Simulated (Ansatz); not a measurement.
CsRb3, space group Fm-3m, a phonon calculation by linear response

Computed with Ansatz's Python interface.

At the Python prompt:
```pycon
>>> from pathlib import Path
>>> import ansatz as az
>>> from ase import Atoms
>>> import numpy as np
>>> atoms = Atoms(
...     ["Cs", "Rb", "Rb", "Rb"],
...     scaled_positions=[
...         [0.0, 0.0, 0.0],
...         [0.25, 0.25, 0.25],
...         [0.75, 0.75, 0.75],
...         [0.5, 0.5, 0.5],
...     ],
...     cell=[
...         [0.0, 5.848416, 5.848416],
...         [5.848416, 0.0, 5.848416],
...         [5.848416, 5.848416, 0.0],
...     ],
...     pbc=True,
... )
>>> crystal = az.Crystal.from_ase(atoms)
>>> calculation = (
...     crystal.calculation()
...     .functional("PBEsol")
...     .pseudopotentials("paw")
...     .basis(470)
...     .occupations("cold", width=0.15)
...     .kpoints(6, 6, 6)
...     .phonons("dfpt", points=[(0, 0, 0), (0.5, 0.5, 0)])
... )
>>> out = calculation.run(threads=1, pin="off", runs_dir="runs")
RunWarning: eigensolver did not converge (k=9): 1 band(s) unlocked after 2 eigensolves, warm-restarted (20 sweeps on the last) at ethr=1.00e-12 eV (lowest unlocked band 25, counted from 0; max residual 8.14e-6 eV among the unlocked bands, 8.14e-6 eV over [...]
>>> ph = out.phonons
>>> for q in ph.qpoints:
...     print("q =", np.round(q.q_frac, 3), "1/cm:", " ".join(f"{w:.1f}" for w in q.omega_inv_cm))
...
q = [0. 0. 0.] 1/cm: -0.0 -0.0 0.0 29.8 29.8 29.8 30.0 30.0 30.0 38.6 38.6 38.6
q = [0.5 0.5 0. ] 1/cm: 6.4 6.4 23.0 25.4 25.4 28.0 28.3 28.3 28.7 29.0 39.0 39.0
```

Notes:
- The cell isn't relaxed first, so the values belong to this volume.
- The structure comes from a database of computed cells and needn't be a stable or known phase.
- Warnings are shown shortened and without file and line.
- The structure is taken as given; imaginary modes can come from an unrelaxed or unstable start. Phonons of metals also depend on mesh and smearing.
- Timing: 6.1 min on 1 thread of Arm Neoverse V2, on a shared host, peak memory 2.1 GiB.
